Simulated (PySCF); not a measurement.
# CeCl₂+: ligand-field states, part 1 of 2

Wanted: ligand-field states for CeCl₂+.

Computed with PySCF 2.14.0 and routines of our own; the level stands in each step. Atoms count from 0.

## Step 1: The starting structure

3 atoms, charge 1, states of the metal's open shell are computed; geometry from: model geometry, bond lengths from ionic radii.

## Step 2: Ligand-field states: state-averaged CASSCF

Job settings and geometry (Å):

```
{"job": {"kind": "lf", "basis": {"metal": "x2c-TZVPall", "ligand": "x2c-SVPall"}, "nevpt": true}, "charge": 1, "metal": "Ce", "open_shell": "f1"}
Ce     0.000000     0.000000     0.000000
Cl     0.000000     0.000000     2.480000
Cl     0.000000     0.000000    -2.480000
```

Method: state-averaged CASSCF of the metal f shell, SC-NEVPT2 on the averaged canonical orbitals, state-interaction spin-orbit coupling.

On the command line:

```
> OMP_NUM_THREADS=1 python lf_run.py task.json out
```

One launch serves the whole session: the jobs run in the order shown.

What it wrote:

```text
basis functions 140, electrons 91, active (1e, 7o)
stage 1: DIIS on the effective Fock matrix, level shift 0.30
cycle   1  E = -9777.0145131682  dE = -9.777e+03  max|g| = 1.496e+00
cycle   2  E = -9778.0218519581  dE = -1.007e+00  max|g| = 7.088e-01
cycle   3  E = -9777.9465561943  dE =  7.530e-02  max|g| = 6.032e-01
cycle   4  E = -9778.1563662756  dE = -2.098e-01  max|g| = 8.948e-02
cycle   5  E = -9778.1184169420  dE =  3.795e-02  max|g| = 2.599e-01
cycle   6  E = -9778.0668917800  dE =  5.153e-02  max|g| = 3.924e-01
cycle   7  E = -9778.0074805093  dE =  5.941e-02  max|g| = 5.393e-01
cycle   8  E = -9777.9029279772  dE =  1.046e-01  max|g| = 7.312e-01
cycle   9  E = -9777.8207863436  dE =  8.214e-02  max|g| = 1.003e+00
cycle  10  E = -9777.8292605968  dE = -8.474e-03  max|g| = 7.726e-01
cycle  11  E = -9778.0379795450  dE = -2.087e-01  max|g| = 4.694e-01
cycle  12  E = -9778.1483731617  dE = -1.104e-01  max|g| = 2.421e-01
cycle  13  E = -9778.0078780016  dE =  1.405e-01  max|g| = 7.516e-01
cycle  14  E = -9777.6914290228  dE =  3.164e-01  max|g| = 1.316e+00
cycle  15  E = -9777.1698619763  dE =  5.216e-01  max|g| = 1.691e+00
stage 2: quasi-Newton rotations from the point of smallest gradient
cycle  17  E = -9778.1680864430  dE = -1.172e-02  max|g| = 4.444e-02
cycle  18  E = -9778.1703600294  dE = -2.274e-03  max|g| = 1.422e-02
cycle  19  E = -9778.1704888386  dE = -1.288e-04  max|g| = 2.920e-03
cycle  20  E = -9778.1705027515  dE = -1.391e-05  max|g| = 1.027e-03
cycle  21  E = -9778.1705041115  dE = -1.360e-06  max|g| = 2.668e-04
cycle  22  E = -9778.1705042283  dE = -1.168e-07  max|g| = 6.076e-05
cycle  23  E = -9778.1705042357  dE = -7.378e-09  max|g| = 2.490e-05
cycle  24  E = -9778.1705042362  dE = -4.820e-10  max|g| = 3.569e-06
converged average energy = -9778.1705042362

 mult deg   label        CASSCF/cm-1   NEVPT2/cm-1
   2   2   2Phiu               0.0           0.0
   2   2   2Deltau           899.5         948.1
   2   2   2Piu             2265.1        2436.1
   2   1   2Sigmau+         3676.6        3983.5

spin-orbit levels / cm-1
      0.00  x2  2Phiu 0.92 2Deltau 0.08
   1126.03  x2  2Deltau 0.88 2Piu 0.12
   2234.41  x2  2Phiu 1.00
   2767.32  x2  2Piu 0.81 2Sigmau+ 0.19
   3085.34  x2  2Deltau 0.92 2Phiu 0.08
   4399.91  x2  2Piu 0.88 2Deltau 0.12
   5780.16  x2  2Sigmau+ 0.81 2Piu 0.19
```

It took 29 s on 1 thread of Arm Neoverse N1, shared host; peak memory 0.36 GiB.

Key values:

```csv
quantity,value
spin-orbit constant ζ,671 cm⁻¹
```

Powder susceptibility:

```csv
T (K),χT (cm³ K/mol),μ(eff)
2,0.539,2.08
5,0.540,2.08
10,0.542,2.08
20,0.546,2.09
30,0.550,2.10
50,0.557,2.11
75,0.566,2.13
100,0.576,2.15
150,0.594,2.18
200,0.613,2.21
250,0.630,2.25
300,0.648,2.28
```

## Step 3: Ligand-field states: state-averaged CASSCF (bond angle at 170°)

Job settings and geometry (Å):

```
{"job": {"kind": "lf", "basis": {"metal": "x2c-TZVPall", "ligand": "x2c-SVPall"}, "nevpt": true, "reuse": true}, "charge": 1, "metal": "Ce", "open_shell": "f1"}
Ce     0.000000     0.000000     0.000000
Cl     0.216146     0.000000     2.470563
Cl     0.216146     0.000000    -2.470563
```

Level: state-averaged CASSCF of the metal f shell, SC-NEVPT2 on the averaged canonical orbitals, state-interaction spin-orbit coupling.

What it wrote:

```text
basis functions 140, electrons 91, active (1e, 7o)
start from the orbitals of the previous structure
stage 1: DIIS on the effective Fock matrix, level shift 0.30
cycle   1  E = -9777.4395406647  dE = -9.777e+03  max|g| = 7.167e+00
cycle   2  E = -9778.0931365836  dE = -6.536e-01  max|g| = 4.210e-01
cycle   3  E = -9778.1464842179  dE = -5.335e-02  max|g| = 1.165e-01
cycle   4  E = -9778.1110185964  dE =  3.547e-02  max|g| = 2.446e-01
cycle   5  E = -9778.0875747331  dE =  2.344e-02  max|g| = 2.802e-01
cycle   6  E = -9778.0261112654  dE =  6.146e-02  max|g| = 3.787e-01
cycle   7  E = -9777.8961868735  dE =  1.299e-01  max|g| = 5.244e-01
cycle   8  E = -9777.4973586821  dE =  3.988e-01  max|g| = 9.889e-01
cycle   9  E = -9776.4206118754  dE =  1.077e+00  max|g| = 2.183e+00
cycle  10  E = -9773.1631940763  dE =  3.257e+00  max|g| = 4.390e+00
cycle  11  E = -9766.2505034291  dE =  6.913e+00  max|g| = 7.077e+00
cycle  12  E = -9757.6197323280  dE =  8.631e+00  max|g| = 9.651e+00
cycle  13  E = -9750.6924447481  dE =  6.927e+00  max|g| = 8.630e+00
cycle  14  E = -9747.9217442219  dE =  2.771e+00  max|g| = 5.615e+00
cycle  15  E = -9747.2971946771  dE =  6.245e-01  max|g| = 5.713e+00
stage 2: quasi-Newton rotations from the point of smallest gradient
cycle  17  E = -9778.1684477880  dE = -2.196e-02  max|g| = 3.196e-02
cycle  18  E = -9778.1710033165  dE = -2.556e-03  max|g| = 2.146e-02
cycle  19  E = -9778.1714888469  dE = -4.855e-04  max|g| = 4.189e-03
cycle  20  E = -9778.1715303511  dE = -4.150e-05  max|g| = 1.454e-03
cycle  21  E = -9778.1715363688  dE = -6.018e-06  max|g| = 6.138e-04
cycle  22  E = -9778.1715377538  dE = -1.385e-06  max|g| = 3.399e-04
cycle  23  E = -9778.1715382227  dE = -4.689e-07  max|g| = 2.135e-04
cycle  24  E = -9778.1715383808  dE = -1.581e-07  max|g| = 1.239e-04
cycle  25  E = -9778.1715384300  dE = -4.923e-08  max|g| = 5.793e-05
cycle  26  E = -9778.1715384384  dE = -8.382e-09  max|g| = 2.225e-05
cycle  27  E = -9778.1715384404  dE = -1.930e-09  max|g| = 1.001e-05
cycle  28  E = -9778.1715384412  dE = -8.040e-10  max|g| = 8.111e-06
converged average energy = -9778.1715384412

 mult deg   label        CASSCF/cm-1   NEVPT2/cm-1
   2   1   2B2                 0.0           0.0
   2   1   2A1                 0.0           0.0
   2   1   2B1               892.8         941.2
   2   1   2A2               892.8         941.2
   2   1   2B2              2218.3        2384.8
   2   1   2A1              2242.7        2406.1
   2   1   2B1              3583.2        3879.7

spin-orbit levels / cm-1
      0.00  x2  2B2 0.46 2A1 0.46 2B1 0.04
   1115.66  x2  2B1 0.44 2A2 0.44 2B2 0.06
   2235.13  x2  2A1 0.50 2B2 0.50
   2715.95  x2  2B2 0.41 2A1 0.40 2B1 0.19
   3079.65  x2  2B1 0.46 2A2 0.46 2A1 0.04
   4363.70  x2  2A1 0.44 2B2 0.44 2A2 0.06
   5688.53  x2  2B1 0.81 2A1 0.10 2B2 0.09
```

It took 20 s on 1 thread of Arm Neoverse N1, shared host; peak memory 0.37 GiB.

Warnings kept with the result: spin Hamiltonian not valid, low-lying orbital states.

From this job:

```csv
quantity,value
spin-orbit constant ζ,671 cm⁻¹
```

Powder susceptibility:

```csv
T (K),χT (cm³ K/mol),μ(eff)
2,0.539,2.08
20,0.546,2.09
100,0.576,2.15
300,0.649,2.28
```

## Step 4: Ligand-field states: state-averaged CASSCF (bond angle at 160°)

Job settings and geometry (Å):

```
{"job": {"kind": "lf", "basis": {"metal": "x2c-TZVPall", "ligand": "x2c-SVPall"}, "nevpt": true, "reuse": true}, "charge": 1, "metal": "Ce", "open_shell": "f1"}
Ce     0.000000     0.000000     0.000000
Cl     0.430647     0.000000     2.442323
Cl     0.430647     0.000000    -2.442323
```

With the program's defaults for keys left out, this is: state-averaged CASSCF of the metal f shell, SC-NEVPT2 on the averaged canonical orbitals, state-interaction spin-orbit coupling.

What it wrote:

```text
basis functions 140, electrons 91, active (1e, 7o)
start from the orbitals of the previous structure
stage 1: DIIS on the effective Fock matrix, level shift 0.30
cycle   1  E = -9777.4452497771  dE = -9.777e+03  max|g| = 8.554e+00
cycle   2  E = -9778.0963108507  dE = -6.511e-01  max|g| = 3.981e-01
cycle   3  E = -9778.1471874100  dE = -5.088e-02  max|g| = 1.378e-01
cycle   4  E = -9778.1160516843  dE =  3.114e-02  max|g| = 2.530e-01
cycle   5  E = -9778.0993469721  dE =  1.670e-02  max|g| = 2.759e-01
cycle   6  E = -9778.0644708720  dE =  3.488e-02  max|g| = 3.225e-01
cycle   7  E = -9777.9786237649  dE =  8.585e-02  max|g| = 4.708e-01
cycle   8  E = -9777.7502267953  dE =  2.284e-01  max|g| = 8.165e-01
cycle   9  E = -9777.0728381912  dE =  6.774e-01  max|g| = 1.595e+00
cycle  10  E = -9774.9970763697  dE =  2.076e+00  max|g| = 3.316e+00
cycle  11  E = -9770.1780055622  dE =  4.819e+00  max|g| = 5.874e+00
cycle  12  E = -9762.5574801695  dE =  7.621e+00  max|g| = 8.434e+00
cycle  13  E = -9753.4025148318  dE =  9.155e+00  max|g| = 9.563e+00
cycle  14  E = -9744.8297709473  dE =  8.573e+00  max|g| = 1.115e+01
cycle  15  E = -9738.9506416990  dE =  5.879e+00  max|g| = 1.252e+01
stage 2: quasi-Newton rotations from the point of smallest gradient
cycle  17  E = -9778.1708251421  dE = -2.364e-02  max|g| = 3.761e-02
cycle  18  E = -9778.1737079004  dE = -2.883e-03  max|g| = 2.266e-02
cycle  19  E = -9778.1742570843  dE = -5.492e-04  max|g| = 3.642e-03
cycle  20  E = -9778.1743042505  dE = -4.717e-05  max|g| = 1.419e-03
cycle  21  E = -9778.1743100009  dE = -5.750e-06  max|g| = 5.881e-04
cycle  22  E = -9778.1743112453  dE = -1.244e-06  max|g| = 2.634e-04
cycle  23  E = -9778.1743116143  dE = -3.689e-07  max|g| = 1.725e-04
cycle  24  E = -9778.1743117518  dE = -1.375e-07  max|g| = 1.024e-04
cycle  25  E = -9778.1743117957  dE = -4.397e-08  max|g| = 5.735e-05
cycle  26  E = -9778.1743118040  dE = -8.240e-09  max|g| = 2.256e-05
cycle  27  E = -9778.1743118059  dE = -1.890e-09  max|g| = 8.800e-06
converged average energy = -9778.1743118059

 mult deg   label        CASSCF/cm-1   NEVPT2/cm-1
   2   1   2B2                 0.0           0.0
   2   1   2A1                 0.0           0.0
   2   1   2B1               873.0         920.3
   2   1   2A2               873.2         921.1
   2   1   2B2              2085.8        2240.5
   2   1   2A1              2177.8        2321.4
   2   1   2B1              3326.5        3597.1

spin-orbit levels / cm-1
      0.00  x2  2A1 0.46 2B2 0.46 2B1 0.04
   1085.09  x2  2B1 0.44 2A2 0.44 2B2 0.07
   2237.23  x2  2B2 0.50 2A1 0.50
   2570.71  x2  2B2 0.40 2A1 0.38 2B1 0.21
   3062.89  x2  2B1 0.46 2A2 0.46 2B2 0.04
   4262.15  x2  2A1 0.44 2B2 0.43 2A2 0.06
   5440.79  x2  2B1 0.79 2A1 0.11 2B2 0.10
```

Run time: 20 s. Hardware: 1 thread of Arm Neoverse N1, shared host; peak memory 0.37 GiB.

Warnings kept with the result: spin Hamiltonian not valid, low-lying orbital states.

In short:

```csv
quantity,value
spin-orbit constant ζ,671 cm⁻¹
```

Powder susceptibility:

```csv
T (K),χT (cm³ K/mol),μ(eff)
2,0.540,2.08
20,0.547,2.09
100,0.577,2.15
300,0.651,2.28
```

(Continued in part 2 of 2.)
